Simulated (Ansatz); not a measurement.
# C2H3F3Sn: one species, many methods

Aim: compute C2H3F3Sn with functionals from several rungs and with coupled cluster. The yardstick is the atomisation energy at the CCSD(T) limit.

Method: functionals in def2-TZVPP, the program's frozen cores in correlated methods; program: Ansatz 0.2.0, Gaussian basis.

Levels to be run: LDA (SPW92), PBE-D4, revPBE-D4, BLYP-D4, r2SCAN-D4, B97M-V, PBE0-D4, B3LYP-D4, r2SCANh-D4, r2SCAN0-D4, HSE06-D4, BHLYP-D4, CAM-B3LYP-D4, LC-ωPBE, ωB97X-V, ωB97M-V, B2PLYP, PBE-QIDH; CCSD(T)/def2-SVP; CCSD(T)/def2-TZVPP; MP2/def2-QZVPP; extrapolation to the limit; RPA on PBE.

## Step 1: The geometry

The geometry comes from an earlier relaxation with PBE0-D4 in a triple-zeta def2 set; it is a stationary point, not always the lowest conformer. Sn takes the def2 core potential; no spin-orbit term is included.

SMILES `C=[CH][Sn]([F])([F])[F]`, 9 atoms, charge 0, spin multiplicity 1.

Atoms are counted from 1 here; the program's logs count them from 0.

Bond lengths: C1–C2 1.326 Å, C1–H7 1.087 Å, C1–H8 1.085 Å, C2–Sn3 2.091 Å, C2–H9 1.084 Å, Sn3–F4 1.897 Å, Sn3–F5 1.900 Å, Sn3–F6 1.897 Å. Angles: C2–C1–H7 120.8°, C2–C1–H8 122.8°, H7–C1–H8 116.5°, C1–C2–Sn3 119.5°, C1–C2–H9 122.2°, Sn3–C2–H9 118.3°, C2–Sn3–F4 116.2°, C2–Sn3–F5 109.7°, C2–Sn3–F6 116.2°, F4–Sn3–F5 105.2°, F4–Sn3–F6 103.1°, F5–Sn3–F6 105.2°.

## Step 2: LDA

This LDA is Slater exchange with PW92 correlation.

Contents of in.yaml:

```yaml
crystal:
  periodic: [false, false, false]
  atoms:
    - {symbol: C, position_ang: [0.852825, -1.358835, 0.519080]}
    - {symbol: C, position_ang: [-0.066178, -0.452077, 0.819869]}
    - {symbol: Sn, position_ang: [-0.541354, 1.031846, -0.574244]}
    - {symbol: F, position_ang: [-2.339873, 1.072818, -1.174918]}
    - {symbol: F, position_ang: [0.504005, 0.796585, -2.143433]}
    - {symbol: F, position_ang: [-0.229744, 2.822514, -0.032423]}
    - {symbol: H, position_ang: [1.116278, -2.139494, 1.227645]}
    - {symbol: H, position_ang: [1.379132, -1.369258, -0.429897]}
    - {symbol: H, position_ang: [-0.586492, -0.450396, 1.771123]}
basis:
  gaussian: {orbitals: def2-TZVPP}
hamiltonian: {xc: lda}
output: {orbitals: {seedname: orbitals}}
```

Further steps of the session: PBE-D4 (GGA); revPBE-D4 (GGA); BLYP-D4 (GGA); r2SCAN-D4 (meta-GGA); B97M-V (meta-GGA); PBE0-D4 (hybrid); B3LYP-D4 (hybrid); r2SCANh-D4 (hybrid); r2SCAN0-D4 (hybrid); HSE06-D4 (hybrid); BHLYP-D4 (hybrid); CAM-B3LYP-D4 (range-separated); LC-ωPBE-D4 (range-separated); ωB97X-V (range-separated); ωB97M-V (range-separated); B2PLYP (double hybrid); PBE-QIDH (double hybrid); CCSD(T) in def2-SVP; CCSD(T) in def2-TZVPP; MP2 in def2-QZVPP; RPA on PBE orbitals.

Before running them: what should the planned runs give, taken together? Wanted: atomisation energy, CCSD(T)/CBS; farthest beyond LDA; mean size of error, GGA; mean size of error, meta-GGA; mean size of error, hybrid; mean size of error, range-separated; mean size of error, double hybrid; gap, smallest and largest; T1 diagnostic.

As calculated:

```
                               quantity                                                       value
        atomisation energy, CCSD(T)/CBS                                              835.5 kcal/mol
functionals within 8.4 kcal/mol (1.0 %)  BLYP-D4, r2SCAN-D4, B97M-V, CAM-B3LYP-D4, LC-ωPBE, ωB97X-V
                    farthest beyond LDA                                   BHLYP-D4 (-49.5 kcal/mol)
                mean size of error, GGA                                               10.6 kcal/mol
           mean size of error, meta-GGA                                                3.8 kcal/mol
             mean size of error, hybrid                                               22.2 kcal/mol
    mean size of error, range-separated                                                6.5 kcal/mol
      mean size of error, double hybrid                                               17.6 kcal/mol
              gap, smallest and largest                       5.30 eV (BLYP-D4), 12.90 eV (LC-ωPBE)
                          T1 diagnostic                                                      0.0145
triples share of the correlation energy                                                       3.3 %
```

What this shows: LDA overbinds by 127.8 kcal/mol (15 %). PBE-D4 misses by +16.1 kcal/mol. Double hybrids carry the basis error of their MP2 part in triple zeta, and no dispersion term here, so their miss is partly the set-up's. The rungs meta-GGA, range-separated miss on average by less than the doubt on the reference (8.4 kcal/mol), so they tie. The reference freezes the cores and leaves out spin-orbit coupling and excitations past (T), and its outer-core shells are covered unevenly, so misses under about 8.4 kcal/mol can't be ranked. All levels share the lack of spin-orbit coupling, which lowers the free heavy atoms and so the true binding. Hartree-Fock recovers 70 % of the binding; the rest is correlation. CCSD(T) in def2-SVP is off by -62.0 kcal/mol, so the small basis spoils what the method gains. Orbital gaps span 5.3 to 12.9 eV; exact exchange widens them. Correlated methods include outer-core shells of Sn, which these sets cover unevenly.
